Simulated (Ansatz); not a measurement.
**C₂H₈NO₂Y: how energies converge with the basis set**

How large a basis does C₂H₈NO₂Y need? Two functionals are run in growing sets.

The runs use Ansatz 0.2.0, Gaussian basis; one geometry, several basis sets.

Levels to be run: PBE0-D4/def2-SVP; ωB97M-V/def2-SVP; PBE0-D4/def2-QZVPP; ωB97M-V/def2-QZVPP; the functionals' def2-TZVPP values are taken from earlier runs.

## 1. Structure used throughout

An earlier PBE0-D4 in a triple-zeta def2 set relaxation fixed the geometry. Y takes the def2 core potential; no spin-orbit term is included.

SMILES `C[O][Y]([NH2])[O]C`, 14 atoms, charge 0, spin multiplicity 1.

Atoms are counted from 1 here; the program's logs count them from 0.

Bond lengths: C1–O2 1.384 Å, C1–H7 1.098 Å, C1–H8 1.098 Å, C1–H9 1.099 Å, O2–Y3 2.031 Å, Y3–N4 2.155 Å, Y3–O5 2.031 Å, N4–H10 1.013 Å, N4–H11 1.013 Å, O5–C6 1.384 Å, C6–H12 1.098 Å, C6–H13 1.098 Å, C6–H14 1.099 Å. Angles: O2–C1–H7 111.4°, O2–C1–H8 111.3°, O2–C1–H9 111.7°, H7–C1–H8 107.3°, H7–C1–H9 107.5°, H8–C1–H9 107.4°, C1–O2–Y3 175.2°, O2–Y3–N4 117.0°, O2–Y3–O5 125.8°, N4–Y3–O5 117.1°, Y3–N4–H10 127.0°, Y3–N4–H11 127.0°, H10–N4–H11 106.1°, Y3–O5–C6 176.2°, O5–C6–H12 111.5°, O5–C6–H13 111.4°, O5–C6–H14 111.5°, H12–C6–H13 107.4° and more.

## 2. PBE0-D4 in def2-SVP

in.yaml reads:

```yaml
crystal:
  periodic: [false, false, false]
  atoms:
    - {symbol: C, position_ang: [-2.751607, 1.546383, -0.221622]}
    - {symbol: O, position_ang: [-1.725760, 0.632045, -0.053818]}
    - {symbol: Y, position_ang: [-0.111568, -0.582754, 0.155273]}
    - {symbol: N, position_ang: [-0.493517, -2.637111, 0.680857]}
    - {symbol: O, position_ang: [1.828391, -0.036149, -0.094897]}
    - {symbol: C, position_ang: [3.121014, 0.420918, -0.286206]}
    - {symbol: H, position_ang: [-3.464885, 1.504908, 0.612618]}
    - {symbol: H, position_ang: [-3.315905, 1.349275, -1.143120]}
    - {symbol: H, position_ang: [-2.373115, 2.576163, -0.281637]}
    - {symbol: H, position_ang: [-1.396972, -3.067751, 0.838335]}
    - {symbol: H, position_ang: [0.194004, -3.367938, 0.821390]}
    - {symbol: H, position_ang: [3.299028, 0.696775, -1.334491]}
    - {symbol: H, position_ang: [3.861618, -0.344522, -0.017553]}
    - {symbol: H, position_ang: [3.329275, 1.309757, 0.324882]}
basis:
  gaussian: {orbitals: def2-SVP}
hamiltonian: {xc: pbe0, dispersion: d4}
output: {orbitals: {seedname: orbitals}}
```

The run is started by

```console
> ansatz run in.yaml --threads 4 --pin off --events-out ev --progress --plain --max-ram 11315MiB
```

Further steps of the session: ωB97M-V in def2-SVP; PBE0-D4 in def2-QZVPP; ωB97M-V in def2-QZVPP.

Q: Predict the results of all the runs planned. Wanted: PBE0-D4: double and triple zeta above quadruple; ωB97M-V: double and triple zeta above quadruple.

As calculated:

```
                                       quantity           value
PBE0-D4: double and triple zeta above quadruple   9.89, 0.55 eV
ωB97M-V: double and triple zeta above quadruple  10.22, 0.53 eV
```

PBE0-D4 gains 9.34 eV from double to triple zeta, then 0.55 eV more. These are total energies; as a rule much of such shifts cancels in differences, which this series doesn't test.
